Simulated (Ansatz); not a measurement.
# MgGe3N: the cost of one run

Method: DFT PBE, scalar-relativistic, plane waves, PAW, unless a step names another level, in Ansatz 0.2.0.

4 further runs of the same task are left out: 4 set aside as unsound or not needed. Runs told in other sessions of the task aren't counted.

## Step 1: What the formula suggests

Pauling electronegativities: Mg 1.31, Ge 2.01, N 3.04 (spread 1.73). No set of common oxidation states balances it. Tabulated atomic sizes suggest about 16 Å³/atom. 31 candidates were drawn, by swapping species into database cells of other compounds, at random by space group and Wyckoff sites, or by hand, as the table says:

```tsv
name	made from	space group no.	Wyckoff sites	atoms (primitive cell)	V (Å³/atom)
c01	database cell of EuSi3Ni	107	Mg 2a; Ge 4b, 2a; N 2a	5	16.1
c02	built by hand: layered Mg-N/Ge slab intergrowth	156	Mg 1a; Ge 1b, 1c, 1a; N 1b	5	17.1
c03	database cell of Cr3GeN	113	Mg 2c; Ge 4e, 2a; N 2b	10	15.3
c04	random	156	Mg 1a; Ge 1c, 1b, 1a; N 1b	5	20.2
c05	database cell of LiPS3	12	Mg 4i; Ge 4h, 4i, 4i; N 4g	10	17.2
c06	database cell of KCrF3	87	Mg 4d; Ge 4e, 8h; N 2b, 2a	10	14.8
c07	database cell of SmGa3Au	42	Mg 4a; Ge 8b, 4a; N 4a	5	16.1
c08	database cell of KClO3	160	Mg 3a; Ge 9b; N 3a	5	16.5
c09	database cell of CsInCl3	225	Mg 4b, 4a; Ge 24e; N 8c	10	17.4
c10	database cell of LiScI3	188	Mg 2a; Ge 6k; N 2e	10	16.7
c11	database cell of EuGa3Cu	119	Mg 2d; Ge 4e, 2c; N 2a	5	16.1
c12	random	99	Mg 1a; Ge 2c, 1b; N 1b	5	20.3
c13	random	191	Mg 2e; Ge 6j; N 1a, 1b	10	19.8
c14	built by hand: tilted antiperovskite (Cr3AsN)	140	Mg 4b; Ge 4a, 8h; N 4c	10	16.2
c15	database cell of TmBRh3	221	Mg 1a; Ge 3c; N 1b	5	16.6
c16	random	187	Mg 1b; Ge 3k; N 1d	5	20.7
c17	random	12	Mg 2d; Ge 2b, 4i; N 2a	5	19.4
c18	built by hand: cubic antiperovskite (Mn3GaN)	221	Mg 1a; Ge 3c; N 1b	5	16.2
c19	database cell of CsAuBr3	139	Mg 4d; Ge 8h, 4e; N 2a, 2b	10	16.5
c20	database cell of Li3BrO	221	Mg 1b; Ge 3d; N 1a	5	14.7
c21	random	132	Mg 2a; Ge 4j, 2b; N 2c	10	18.0
c22	random	189	Mg 1a; Ge 3g; N 1b	5	18.3
c23	built by hand: BaNiSn3 (ordered BaAl4)	107	Mg 2a; Ge 2a, 4b; N 2a	5	16.2
c24	random	71	Mg 4i; Ge 4g, 2b, 4j, 2c; N 4g	10	20.7
c25	random	189	Mg 2d; Ge 6i; N 2c	10	20.6
c26	built by hand: anti-post-perovskite (filled Re3B, CaIrO3)	63	Mg 4c; Ge 4c, 8f; N 4a	10	16.2
c27	random	221	Mg 1b; Ge 3c; N 1a	5	17.8
c28	random	123	Mg 1c; Ge 2g, 1d; N 1b	5	17.7
c29	random	123	Mg 1a; Ge 2h, 1c; N 1b	5	17.5
c30	random	191	Mg 1a; Ge 3g; N 1b	5	17.9
c31	random	90	Mg 2b; Ge 4e, 2a; N 2c	10	20.1
```

## Step 2: Screening run of c02

input.yaml reads:

```yaml
crystal:
  lattice:
    - [3.4, 0.0, 0.0]
    - [-1.7, 2.94448637, 0.0]
    - [0.0, 0.0, 8.55]
  atoms:
    - { symbol: Mg, position: [0.0, 0.0, 0.0] }
    - { symbol: Ge, position: [0.33333333, 0.66666667, 0.333] }
    - { symbol: Ge, position: [0.66666667, 0.33333333, 0.509] }
    - { symbol: Ge, position: [0.0, 0.0, 0.684] }
    - { symbol: "N", position: [0.33333333, 0.66666667, 0.105] }
basis:
  ecutwfc: 420
kpoints:
  mp_grid: { grid: [5, 5, 2] }
hamiltonian:
  xc: pbe
scf:
  occupations: { method: gaussian, width: 0.2 }
  lower_state_search: "off"
output:
  forces: true
  stress: true
  eigenvalues: true
relax:
  adjacent_minimum: "off"
  f_tol: 0.08
  max_steps: 16
  cell: { stress_tol: 0.8 }
```

On the command line:

```console
> ansatz run input.yaml --threads 1 --pin off --max-ram 2560MiB --backend cpu --events-out ev --progress --plain --runs-dir out
```

**Question.** How long does this run take on 1 thread of Intel Xeon at 2.50GHz (Skylake/Cascade Lake), shared host, and how much memory does it need?

About 33 s, with a peak of 0.37 GiB.
